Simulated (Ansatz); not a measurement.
# BClFH6N: the cost of one run

The runs use Ansatz 0.2.0, Gaussian basis; PBE0-D4, def2-SVP first, then def2-TZVP.

190 further runs of the same task are left out: 190 set aside as unsound or not needed.

## Step 1: The starting structure

The guess: 10 atoms, charge 0, spin multiplicity 1.

Atoms are counted from 1 here; the program's logs count them from 0.

Bond lengths: B1–H3 1.172 Å, B1–H4 1.172 Å, B1–N6 1.452 Å, Cl2–H7 1.295 Å, H5–F8 1.038 Å, N6–H9 1.010 Å, N6–H10 1.010 Å. Angles: H3–B1–H4 121.1°, H3–B1–N6 117.5°, H4–B1–N6 117.5°, B1–N6–H9 117.1°, B1–N6–H10 117.1°, H9–N6–H10 110.8°.

As a file:

```xyz
10

B    -0.7320   -0.4076   -0.7843
Cl    1.2507    0.7019   -1.5767
H    -1.4431    0.3619   -1.3092
H    -0.4447   -1.4186   -1.3025
H     0.5672    0.3170    1.0766
N    -0.6219   -0.3414    0.6625
H     1.7456    0.9598   -0.4084
F     1.4474    0.7992    1.3398
H    -0.4800   -1.2128    1.1534
H    -1.2891    0.2406    1.1488
```

Distances that are to change: B1–N6 1.45 Å, H5–F8 1.04 Å, Cl2–H7 1.29 Å, B1–Cl2 2.41 Å, H5–N6 1.42 Å, H7–F8 1.78 Å.

## Step 2: Constrained relaxation of the guess

hold/in.yaml reads:

```yaml
crystal:
  periodic: [false, false, false]
  atoms:
    - {symbol: B, position_ang: [-0.732000, -0.407600, -0.784300]}
    - {symbol: Cl, position_ang: [1.250700, 0.701900, -1.576700]}
    - {symbol: H, position_ang: [-1.443100, 0.361900, -1.309200]}
    - {symbol: H, position_ang: [-0.444700, -1.418600, -1.302500]}
    - {symbol: H, position_ang: [0.567200, 0.317000, 1.076600]}
    - {symbol: N, position_ang: [-0.621900, -0.341400, 0.662500]}
    - {symbol: H, position_ang: [1.745600, 0.959800, -0.408400]}
    - {symbol: F, position_ang: [1.447400, 0.799200, 1.339800]}
    - {symbol: H, position_ang: [-0.480000, -1.212800, 1.153400]}
    - {symbol: H, position_ang: [-1.289100, 0.240600, 1.148800]}
basis:
  gaussian: {orbitals: def2-SVP}
hamiltonian: {xc: pbe0, dispersion: d4}
relax: {f_tol: 0.04, max_steps: 150, escape_saddle: false, constraints: [{distance: [0, 5]}, {distance: [4, 7]}, {distance: [1, 6]}, {distance: [0, 1]}, {distance: [4, 5]}, {distance: [6, 7]}]}
```

Launch:

```sh
ansatz run in.yaml --threads 4 --pin off --events-out ev --progress --plain --max-ram 9574MiB
```

**Question.** How long does this run take on 4 threads of Arm Neoverse V1, shared host?

About 6 s.
